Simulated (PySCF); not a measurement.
**doublet SnSe+: levels of theory compared**

Aim: a comparison of 6 runs (UHF/STO-3G, U-wB97M-V/def2-TZVP, U-wB97X/def2-TZVP, UB2PLYP/def2-TZVP, UCAM-B3LYP/def2-TZVP, USCS-MP2/def2-TZVP) of doublet SnSe+. Input form: a Python script.

The calculation is run with PySCF 2.14.0.

2 further runs of the same task are left out: 2 set aside as unsound or not needed.

**1. The system as given**

The species is SnSe+ (2 atoms), meant as a doublet with charge +1. SMILES of the parent species: `[Se][Sn]`. The shape is that of a PBE0-D4/def2-TZVP optimisation. That shape belongs to the parent species and isn't relaxed for this state.

Bond lengths: Se1–Sn2 2.325 Å.

**2. The energy at UHF/STO-3G (run 1)**

Contents of geometry.xyz:

```xyz
2
SeSn
Se     0.000000     0.000000     0.006530
Sn     0.000000     0.000000     2.331810
```

Contents of run.py:

```python
from pyscf import gto

mol = gto.M(
    atom='geometry.xyz',
    charge=1,
    max_memory=1860,
    spin=1,
    basis='sto-3g',
    verbose=4,
)

mf = mol.UHF()
mf.conv_tol = 1e-10
mf.kernel()
if not mf.converged:
    mf = mf.newton().run(mf.mo_coeff, mf.mo_occ)

energy = mf.e_tot
print(f'total energy: {energy:.8f} hartree')
```

Command:

```bash
OMP_NUM_THREADS=1 python run.py
```

The program printed:

```text
PySCF version 2.14.0

[... 115 lines left out ...]
SCF not converged.
SCF energy = -8336.66384440865 after 50 cycles  <S^2> = 0.78396293  2S+1 = 2.0336794
[... 46 lines left out ...]
converged SCF energy = -8336.67434772845  <S^2> = 1.6395794  2S+1 = 2.7492395
total energy: -8336.67434773 hartree
```

Run time: 2 s. Hardware: 1 thread of Intel Xeon Platinum 8488C (Sapphire Rapids), shared host; peak memory 0.12 GiB.

**3. The energy at U-wB97M-V/def2-TZVP (core potential) (run 2)**

Contents of calc.py:

```python
from pyscf import gto, dft

molecule = gto.M(
    atom='Se 0.000000 -0.000000 0.006530; Sn -0.000000 0.000000 2.331810',
    basis='def2-tzvp',
    verbose=3,
    max_memory=1860,
    charge=1,
    ecp={'Sn': 'def2-svp'},
    spin=1,
)

mf = dft.UKS(molecule, xc='wb97m-v')
mf.grids.level = 5
mf.conv_tol = 1e-10
mf.nlcgrids.level = 1
mf.kernel()
if not mf.converged:
    mf = mf.newton().run(mf.mo_coeff, mf.mo_occ)

etot = mf.e_tot
print('E(%s) = %.9f' % ('WB97M-V', etot))
```

Command:

```bash
OMP_NUM_THREADS=1 python calc.py
```

The program printed:

```text
WARN: HOMO -0.661730775022092 >= LUMO -0.661730775022143

converged SCF energy = -2615.39910541344  <S^2> = 0.75366284  2S+1 = 2.0036595
E(WB97M-V) = -2615.399105413
```

Wall time 69 s (1 thread of Intel Xeon Platinum 8488C (Sapphire Rapids), shared host); peak memory 0.52 GiB.

Runs 3 to 5 aren't shown in full; the table further down has their settings and results.

**4. The energy at USCS-MP2/def2-TZVP (core potential) (run 6)**

Contents of calc.py:

```python
from pyscf import gto, mp

system = gto.Mole()
system.atom = '''
Se     0.000000     0.000000     0.012340
Sn     0.000000     0.000000     4.406482
'''
system.unit = 'bohr'
system.max_memory = 1860
system.spin = 1
system.basis = 'def2-tzvp'
system.charge = 1
system.ecp = {'Sn': 'def2-svp'}
system.verbose = 3
system.build()

hf = system.UHF()
hf.conv_tol = 1e-10
hf.kernel()
if not hf.converged:
    hf = hf.newton().run(hf.mo_coeff, hf.mo_occ)

pt = mp.MP2(hf, frozen=13).run()
e_tot = hf.e_tot + 1.2 * pt.e_corr_os + pt.e_corr_ss / 3
print('E = %.10f Eh' % e_tot)
```

Command:

```bash
OMP_NUM_THREADS=1 python calc.py
```

The program printed:

```text
converged SCF energy = -2612.96606087928  <S^2> = 0.76231996  2S+1 = 2.0122822
E(UMP2) = -2613.47819270947  E_corr = -0.512131830189415
E(SCS-UMP2) = -2613.43292914565  E_corr = -0.466868266366593
E = -2613.4329291456 Eh
```

Wall time 6.6 s (1 thread of Intel Xeon Platinum 8488C (Sapphire Rapids), shared host); peak memory 0.27 GiB.

**5. All runs side by side**

```
run                                  level  core potential  integration grid   energy (Eh)  HOMO energy (eV)  LUMO energy (eV)   ⟨S²⟩  wall time
  1                             UHF/STO-3G               –                 –  -8336.674348            -12.56             -4.41  1.640        2 s
  2   U-wB97M-V/def2-TZVP (core potential)        def2-svp                 5  -2615.399105            -15.39             -8.96  0.754       69 s
  3     U-wB97X/def2-TZVP (core potential)        def2-svp                 5  -2615.648806            -15.49             -9.08  0.754       36 s
  4     UB2PLYP/def2-TZVP (core potential)        def2-svp                 5  -2614.995190            -14.13             -9.63  0.756       17 s
  5  UCAM-B3LYP/def2-TZVP (core potential)        def2-svp                 5  -2615.682542            -14.60             -9.96  0.754       37 s
  6    USCS-MP2/def2-TZVP (core potential)        def2-svp                 –  -2613.432929            -15.48             -7.15  0.762      6.6 s
```

**6. Results**

| quantity | value |
| --- | --- |
| run 6: total energy | -2613.43293 Eh |
| run 6: HOMO energy (Hartree–Fock orbitals) (highest over α and β) | -15.48 eV |
| run 6: LUMO energy (Hartree–Fock orbitals) (lowest over α and β) | -7.15 eV |
| run 6: correlation energy (13 core orbitals frozen) | -466.9 mEh |
| run 6: ⟨S²⟩ of the reference determinant | 0.762 |

Totals of different functionals can't be ranked against each other. Some runs of one species differ in core potentials or relativity; totals across that change don't compare. In run 1 the basis is minimal, so the values are rough. In run 1 relativity is left out where basis or elements ask for it. Spin contamination of the reference: run 1 ⟨S²⟩ = 1.64. Where it is this large, the reference is a mixture of spin states, and values that rest on it are in doubt. All runs together took 2.8 min, the longest 69 s.
